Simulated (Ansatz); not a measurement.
# BrH3InNO: taking an electron away

An exercise on one series of results from a longer session: the logs are not shown, and one member is left open.

The runs use Ansatz 0.2.0, Gaussian basis; unrestricted cation, the program's frozen cores in correlated methods.

Plan: UKS PBE-D4/def2-TZVPP; UKS r2SCAN-D4/def2-TZVPP; UKS PBE0-D4/def2-TZVPP; UKS B3LYP-D4/def2-TZVPP; UKS wB97X-V/def2-TZVPP; UKS wB97M-V/def2-TZVPP; UKS B2PLYP/def2-TZVPP; UHF-CCSD(T)/def2-TZVPP; UHF-MP2/def2-QZVPP; extrapolation to the limit; then −ε(HOMO) from the neutral's earlier runs with LDA (SPW92), PBE-D4, revPBE-D4, BLYP-D4, r2SCAN-D4, B97M-V, PBE0-D4, B3LYP-D4, r2SCANh-D4, r2SCAN0-D4, HSE06-D4, BHLYP-D4, CAM-B3LYP-D4, LC-ωPBE, ωB97X-V, ωB97M-V.

1 further run of the same task is left out (for a known fault of the program).

### The relaxed structure

All runs share one geometry, relaxed beforehand with PBE0-D4 in a triple-zeta def2 set. In takes the def2 core potential; no spin-orbit term is included.

SMILES `[NH2][In]([OH])[Br]`, 7 atoms, charge 0, spin multiplicity 1.

Atoms are counted from 1 here; the program's logs count them from 0.

Bond lengths: N1–In2 2.003 Å, N1–H5 1.010 Å, N1–H6 1.011 Å, In2–O3 1.971 Å, In2–Br4 2.465 Å, O3–H7 0.961 Å. Angles: In2–N1–H5 115.1°, In2–N1–H6 115.4°, H5–N1–H6 109.3°, N1–In2–O3 121.7°, N1–In2–Br4 121.6°, O3–In2–Br4 116.4°, In2–O3–H7 111.9°.

The first run:

Contents of in.yaml:

```yaml
crystal:
  periodic: [false, false, false]
  atoms:
    - {symbol: N, position_ang: [0.168617, -0.540338, -1.544036]}
    - {symbol: In, position_ang: [-0.030661, -0.073379, 0.393288]}
    - {symbol: O, position_ang: [-0.861581, 1.618211, 0.971372]}
    - {symbol: Br, position_ang: [0.532123, -1.682802, 2.173366]}
    - {symbol: H, position_ang: [0.879919, -1.228093, -1.748415]}
    - {symbol: H, position_ang: [0.272681, 0.245210, -2.171479]}
    - {symbol: H, position_ang: [-0.961097, 1.661181, 1.925894]}
basis:
  gaussian: {orbitals: def2-TZVPP}
total_charge: 1
magnetization: {spin_polarized: true, initial_magnetization: 1}
hamiltonian: {xc: pbe, dispersion: d4}
```

On the command line:

```console
ansatz run in.yaml --threads 2 --pin off --events-out ev --progress --plain --max-ram 32768MiB --backend cpu
```

Steps of the session up to this table: Cation, UKS PBE-D4/def2-TZVPP; Cation, UKS r2SCAN-D4/def2-TZVPP; Cation, UKS PBE0-D4/def2-TZVPP; Cation, UKS B3LYP-D4/def2-TZVPP; Cation, UKS wB97X-V/def2-TZVPP; Cation, UKS wB97M-V/def2-TZVPP; Cation, UKS B2PLYP (frozen core)/def2-TZVPP; Cation, UHF-CCSD(T)/def2-TZVPP; Cation, UHF-MP2/def2-QZVPP.

One of the session's tables, all rows but one given; the rest of the session is left out.

Orbital estimates, from the neutral's runs:

| functional | −ε(HOMO) (eV) |
| --- | --- |
| LDA (SPW92) | 6.65 |
| PBE-D4 | 6.44 |
| revPBE-D4 | 6.36 |
| BLYP-D4 | 6.31 |
| r2SCAN-D4 | 6.74 |
| B97M-V | 6.77 |
| PBE0-D4 | 7.83 |
| B3LYP-D4 | 7.59 |
| r2SCANh-D4 | 7.26 |
| r2SCAN0-D4 | 8.05 |
| HSE06-D4 | 7.42 |
| BHLYP-D4 | 9.11 |
| CAM-B3LYP-D4 | 9.25 |
| LC-ωPBE | 10.65 |
| ωB97X-V | 10.26 |
| ωB97M-V | ? |

**Question.** Estimate the row for ωB97M-V.

As computed: −ε(HOMO) (eV): 10.17. In the column «−ε(HOMO) (eV)» it lies between CAM-B3LYP-D4 (9.25) and ωB97X-V (10.26).
